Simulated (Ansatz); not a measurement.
# CH₃BClFOSi: one species, many methods

The task here is to estimate one member of a computed series from the others.

The runs use Ansatz 0.2.0, Gaussian basis; functionals in def2-TZVPP, the program's frozen cores in correlated methods.

Levels to be run: PBE-D4, r2SCAN-D4, PBE0-D4, B3LYP-D4, ωB97X-V, ωB97M-V, B2PLYP; CCSD(T)/def2-TZVPP; MP2/def2-QZVPP; extrapolation to the limit.

**The geometry**

The geometry comes from an earlier relaxation with PBE0-D4 in a triple-zeta def2 set; it is a stationary point, not always the lowest conformer.

SMILES `FC1OB(Cl)[SiH2]1`, 9 atoms, charge 0, spin multiplicity 1.

Atoms are counted from 1 here; the program's logs count them from 0.

Bond lengths: F1–C2 1.362 Å, C2–O3 1.441 Å, C2–Si6 1.940 Å, C2–H7 1.093 Å, O3–B4 1.365 Å, B4–Cl5 1.734 Å, B4–Si6 2.009 Å, Si6–H8 1.483 Å, Si6–H9 1.486 Å. Angles: F1–C2–O3 108.1°, F1–C2–Si6 115.8°, F1–C2–H7 107.8°, O3–C2–Si6 93.6°, O3–C2–H7 108.1°, Si6–C2–H7 121.5°, C2–O3–B4 104.9°, O3–B4–Cl5 122.0°, O3–B4–Si6 93.0°, Cl5–B4–Si6 145.0°, C2–Si6–B4 68.5°, C2–Si6–H8 113.7°, C2–Si6–H9 115.2°, B4–Si6–H8 121.6°, B4–Si6–H9 120.3°, H8–Si6–H9 110.7°.

Set-up of the first run:

The input, in.yaml:

```yaml
crystal:
  periodic: [false, false, false]
  atoms:
    - {symbol: F, position_ang: [1.197457, -1.685149, -0.637801]}
    - {symbol: C, position_ang: [1.013649, -0.411623, -0.190363]}
    - {symbol: O, position_ang: [0.436721, 0.360184, -1.261127]}
    - {symbol: B, position_ang: [-0.773992, 0.771484, -0.783012]}
    - {symbol: Cl, position_ang: [-1.831211, 1.785516, -1.711308]}
    - {symbol: Si, position_ang: [-0.504599, -0.140918, 0.986984]}
    - {symbol: H, position_ang: [1.996068, 0.007531, 0.039545]}
    - {symbol: H, position_ang: [-1.221902, -1.392193, 1.332948]}
    - {symbol: H, position_ang: [-0.223688, 0.658869, 2.207134]}
basis:
  gaussian: {orbitals: def2-TZVPP}
hamiltonian: {xc: pbe, dispersion: d4}
output: {forces: true, orbitals: {seedname: orbitals}}
```

Run with:

```
$ ansatz run in.yaml --threads 4 --pin off --events-out ev --progress --plain --max-ram 10444MiB
```

Steps of the session up to this table: PBE-D4 (GGA); r2SCAN-D4 (meta-GGA); PBE0-D4 (hybrid); B3LYP-D4 (hybrid); ωB97X-V (range-separated); ωB97M-V (range-separated); B2PLYP (double hybrid); CCSD(T) in def2-TZVPP; MP2 in def2-QZVPP.

One table of the session follows, with a row left open; its other results are not shown here.

```
            method  atomisation energy (kcal/mol)
            PBE-D4                          836.3
         r2SCAN-D4                          817.6
           PBE0-D4                          814.5
          B3LYP-D4                          804.9
           ωB97X-V                          814.9
           ωB97M-V                          814.2
            B2PLYP                          798.4
     HF/def2-TZVPP                          575.6
    MP2/def2-TZVPP                              ?
   CCSD/def2-TZVPP                          767.2
CCSD(T)/def2-TZVPP                          783.9
           MP2/CBS                          834.5
       CCSD(T)/CBS                          807.0
```

Q: Estimate the row for MP2/def2-TZVPP from the others.

As computed: atomisation energy (kcal/mol): 811.4. In the column «atomisation energy (kcal/mol)» it lies between CCSD(T)/CBS (807.0) and ωB97M-V (814.2).

Limits of these values: Free atoms (1 F, 1 C, 1 O, 1 B, 1 Cl, 1 Si, 3 H) were run apart at each level; the atomisation energy is their sum less the molecule, without zero-point or spin-orbit terms.
